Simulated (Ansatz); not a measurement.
**Pt: a surface, (100), 6 layers**

Aim: cut a slab of Pt (100), 6 layers from the relaxed bulk, relax it, and get surface energy and work function. Methods of the runs shown: LAPW. Companion runs by PAW are cited. Its runs: bulk in the slab's orientation (LAPW); the reference run (LAPW); atoms relaxed (LAPW); vacuum of 13 Å (LAPW); Au in place of Pt in the outer layer (LAPW); Au in place of Pt in the middle layer (LAPW).

Method: DFT, PBE, all-electron LAPW, scalar-relativistic, in Ansatz 0.2.0.

## 1. The starting structure

Symmetry: Fm-3m, No. 225, cubic system. Conventional cell: a = 3.971 Å, b = 3.971 Å, c = 3.971 Å, α = 90.00°, β = 90.00°, γ = 90.00°. Pt (site symmetry m-3m) is surrounded by 12 Pt at 2.81 Å.

Coordinates:

```
Pt
1.0
     1.98556    1.98556    0.00000
    -1.98556    1.98556    0.00000
     0.00000    0.00000    3.97112
Pt
2
Direct
  0.00000 0.00000 0.00000
  0.50000 0.50000 0.50000
```

Atoms are numbered in the order of the input: Pt1, Pt2.

## 2. Bulk in the slab's orientation, LAPW

input.yaml reads:

```yaml
crystal:
  lattice:
    - [1.9855579641, 1.9855579641, 0.0]
    - [-1.9855579641, 1.9855579641, 0.0]
    - [0.0, 0.0, 3.9711159282]
  atoms:
    - { symbol: Pt, position: [0.0, 0.0, 0.0] }
    - { symbol: Pt, position: [0.5, 0.5, 0.5] }
kpoints:
  mp_grid: { grid: [12, 12, 8] }
scf:
  occupations: { method: fermi_dirac, width: 0.08 }
hamiltonian:
  xc: pbe
  pseudopotentials: { kind: all_electron, lapw: { basis_error: 0.001 } }
output:
  forces: true
  stress: true
  eigenvalues: true
```

Launch:

```bash
$ ansatz run input.yaml --threads 2 --pin off --max-ram 4096MiB --backend cpu --events-out ev --progress --plain --runs-dir out
```

After this run come: Slab as cut, LAPW; Atoms relaxed, LAPW; Vacuum of 13 Å, LAPW; Au in place of Pt in the outer layer, LAPW; Au in place of Pt in the middle layer, LAPW.

What does the calculation give? Wanted: surface energy; work function; outer layer spacing; surface core-level shift by Z+1; core-level shifts among the layers (for each run or level that gives them).

**Answer**, as computed:

| quantity | value |
| --- | --- |
| surface energy (LAPW, relaxed) | 1.85 J/m² |
| work function (LAPW, relaxed) | 5.65 eV |
| outer layer spacing (LAPW) | 1.99 → 1.94 Å |
| surface core-level shift by Z+1 (LAPW) | -0.61 eV |
| surface energy (PAW, relaxed) | 1.84 J/m² |
| work function (PAW, relaxed) | 5.65 eV |
| outer layer spacing (PAW) | 1.99 → 1.94 Å |
| surface core-level shift by Z+1 (PAW) | -0.61 eV |
| core-level shifts among the layers (PAW holes) | Pt1 +0.00, Pt2 +0.68, Pt3 +0.66 eV |

**Reading.** By LAPW the surface costs 1.86 J/m² as cut and 1.85 J/m² relaxed. The outermost spacing changes by -2.4 % (LAPW). Vacuum of 13 Å moves the work function by less than 0.01 eV (LAPW). Putting the next element in the outer rather than the middle layer costs -0.61 eV (LAPW); in the Z+1 picture that is the binding energy at the surface less that inside. The outermost spacing changes by -2.4 % (PAW). Vacuum of 13 Å moves the work function by less than 0.01 eV (PAW). Thickness wasn't converged, and no reconstruction was sought. Spin-orbit coupling is left out, though the cell holds Pt; in elements this heavy it can shift bands and gaps by tenths of an eV. The program warned that the vacuum holds more density than its bound, so energies and levels may be slightly off.
